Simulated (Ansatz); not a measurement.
# Si2W (MoSi2 type): the cost of one run

Program: Ansatz 0.2.0. Level of theory: DFT PBE, with the methods named in each step. These are calculated values, not measurements.

### Step 1. The system as given

Symmetry: I4/mmm, No. 139, tetragonal system. Conventional cell: a = 3.118 Å, b = 3.118 Å, c = 7.640 Å, α = 90.00°, β = 90.00°, γ = 90.00°. Around W (site symmetry 4/mmm) lie 10 Si at 2.54 to 2.56 Å. Around Si (site symmetry 4mm) lie 5 Si at 2.52 to 2.56 Å and 5 W at 2.54 to 2.56 Å.

Coordinates:

```
W Si
1.0
    -1.55922    1.55922    3.82008
     1.55922   -1.55922    3.82008
     1.55922    1.55922   -3.82008
W Si
1 2
Cartesian
  0.0000 0.0000 0.0000
  0.0000 0.0000 2.5595
  0.0000 0.0000 -2.5595
```

Atoms are numbered in the order of the input: W1, Si2, Si3.

### Step 2. Cell relaxed at zero pressure, PAW

Input file input.yaml:

```yaml
crystal:
  lattice:
    - [-1.5592157582, 1.5592157582, 3.8200786076]
    - [1.5592157582, -1.5592157582, 3.8200786076]
    - [1.5592157582, 1.5592157582, -3.8200786076]
  atoms:
    - { symbol: W, position: [0.0, 0.0, 0.0] }
    - { symbol: Si, position: [0.335, 0.335, 0.0] }
    - { symbol: Si, position: [-0.335, -0.335, 0.0] }
kpoints:
  mp_grid: { grid: [15, 15, 15] }
scf:
  occupations: { method: fermi_dirac, width: 0.05 }
hamiltonian:
  xc: pbe
  pseudopotentials: { kind: paw }
output:
  forces: true
  stress: true
relax:
  f_tol: 0.005
  max_steps: 40
  cell: {}
```

Run with:

```bash
ansatz run input.yaml --threads 2 --pin off --max-ram 5120MiB --backend cpu --events-out ev --progress --plain --runs-dir out
```

**Question.** How long does this run take on 2 threads of Arm Neoverse V2, shared host, and how much memory does it need?

About 20 s, with a peak of 0.44 GiB.
